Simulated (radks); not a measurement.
# Tb³⁺ in [Xe] 4f7.5 5f0.5: an all-electron calculation

What are the levels of the terbium ion Tb3+, how large are its shells, and how does its energy divide?

Method: scalar-relativistic Kohn-Sham, LDA (Slater exchange, Perdew-Wang correlation), spin-polarised, spherical densities, finite nucleus; open shells are filled with parallel spins first. Code: radks (a radial shooting solver on a logarithmic mesh, Libxc functionals) version 1.

**1. Starting point**

```
element            : terbium (Z = 65)
charge             : +3
electrons          : 62
configuration      : [Xe] 4f7.5 5f0.5
nuclear rms radius : 5.06 fm
```

**2. The run**

Settings of this run:

```text
Z 65
configuration [Xe] 4f7.5 5f0.5
relativity scalar-relativistic
functional lda,pw
spin polarised
nucleus finite rms 5.06 fm
c 137.035999084
```

Run with:

```bash
$ python run_ks.py task.json out
```

All runs below come from this command, one after another.

Q: Predict the outcome of this run.

The runs gave:

```
                        quantity                   value
                    total energy     -11698.4887 hartree
exchange-correlation share of it                  2.11 %
                            −T/E                  1.0759
          highest occupied level       5f up, -11.132 eV
    most extended occupied level  5f up, <r> = 4.40 bohr
 radius at density 0.001 e/bohr³               3.58 bohr
    maxima of the radial density                       4
```

What this shows: 5 principal shells are occupied and 4 maxima appear in the radial density; where shells overlap, one shows as a shoulder or not at all. Relativity lifts −T/E to 1.076. This is not the tabulated ground configuration, so its levels and sizes aren't those of the ground state, and no measured value stands beside it.
